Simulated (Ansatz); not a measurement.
**Al2GeH7N: small, medium and large basis sets**

One table from this session's results is given with a row withheld; the runs are named, their logs left out.

The runs use Ansatz 0.2.0, Gaussian basis; one geometry, several basis sets.

The runs, in order: PBE0-D4/def2-SVP; ωB97M-V/def2-SVP; PBE0-D4/def2-QZVPP; ωB97M-V/def2-QZVPP; the functionals' def2-TZVPP values are taken from earlier runs.

## Structure used throughout

The geometry comes from an earlier relaxation with PBE0-D4 in a triple-zeta def2 set; it is a stationary point, not always the lowest conformer.

SMILES `[NH2][AlH][AlH][GeH3]`, 11 atoms, charge 0, spin multiplicity 1.

Atoms are counted from 1 here; the program's logs count them from 0.

Bond lengths: N1–Al2 1.773 Å, N1–H5 1.008 Å, N1–H6 1.008 Å, Al2–Al3 2.591 Å, Al2–H7 1.592 Å, Al3–Ge4 2.490 Å, Al3–H8 1.595 Å, Ge4–H9 1.545 Å, Ge4–H10 1.545 Å, Ge4–H11 1.545 Å. Angles: Al2–N1–H5 124.3°, Al2–N1–H6 125.6°, H5–N1–H6 110.1°, N1–Al2–Al3 113.6°, N1–Al2–H7 115.8°, Al3–Al2–H7 130.6°, Al2–Al3–Ge4 118.9°, Al2–Al3–H8 125.8°, Ge4–Al3–H8 115.4°, Al3–Ge4–H9 113.1°, Al3–Ge4–H10 112.4°, Al3–Ge4–H11 112.7°, H9–Ge4–H10 106.0°, H9–Ge4–H11 106.0°, H10–Ge4–H11 106.0°.

Set-up of the first run:

The input, in.yaml:

```yaml
crystal:
  periodic: [false, false, false]
  atoms:
    - {symbol: N, position_ang: [-0.121695, 2.409035, 0.189518]}
    - {symbol: Al, position_ang: [1.297684, 1.485204, 0.714231]}
    - {symbol: Al, position_ang: [1.059574, -1.070616, 0.362781]}
    - {symbol: Ge, position_ang: [-1.036549, -1.954095, -0.650450]}
    - {symbol: H, position_ang: [-0.951308, 1.998562, -0.209594]}
    - {symbol: H, position_ang: [-0.222104, 3.410792, 0.243777]}
    - {symbol: H, position_ang: [2.497125, 2.340798, 1.316819]}
    - {symbol: H, position_ang: [2.153347, -2.169132, 0.739333]}
    - {symbol: H, position_ang: [-2.070735, -0.849834, -0.966046]}
    - {symbol: H, position_ang: [-0.780431, -2.690457, -1.984167]}
    - {symbol: H, position_ang: [-1.759608, -2.967256, 0.264197]}
basis:
  gaussian: {orbitals: def2-SVP}
hamiltonian: {xc: pbe0, dispersion: d4}
output: {orbitals: {seedname: orbitals}}
```

The run is started by

```sh
$ ansatz run in.yaml --threads 4 --pin off --events-out ev --progress --plain --max-ram 10444MiB
```

Among the steps run: PBE0-D4 in def2-SVP; ωB97M-V in def2-SVP; PBE0-D4 in def2-QZVPP; ωB97M-V in def2-QZVPP.

One table of the session follows, with a row left open; its other results are not shown here.

It belongs to the step «Functionals by basis». 

| functional | basis | HOMO (eV) | LUMO (eV) |
| --- | --- | --- | --- |
| PBE0-D4 | def2-SVP | -6.68 | -2.60 |
| PBE0-D4 | def2-TZVPP | -6.69 | -2.64 |
| PBE0-D4 | def2-QZVPP | ? | ? |
| ωB97M-V | def2-SVP | -8.50 | -0.88 |
| ωB97M-V | def2-TZVPP | -8.55 | -0.97 |
| ωB97M-V | def2-QZVPP | -8.57 | -1.04 |

Q: Estimate the row for PBE0-D4, def2-QZVPP from the others.

The run gave: HOMO (eV): -6.70; LUMO (eV): -2.65. In the column «HOMO (eV)» it lies between ωB97M-V, def2-SVP (-8.50) and PBE0-D4, def2-TZVPP (-6.69).
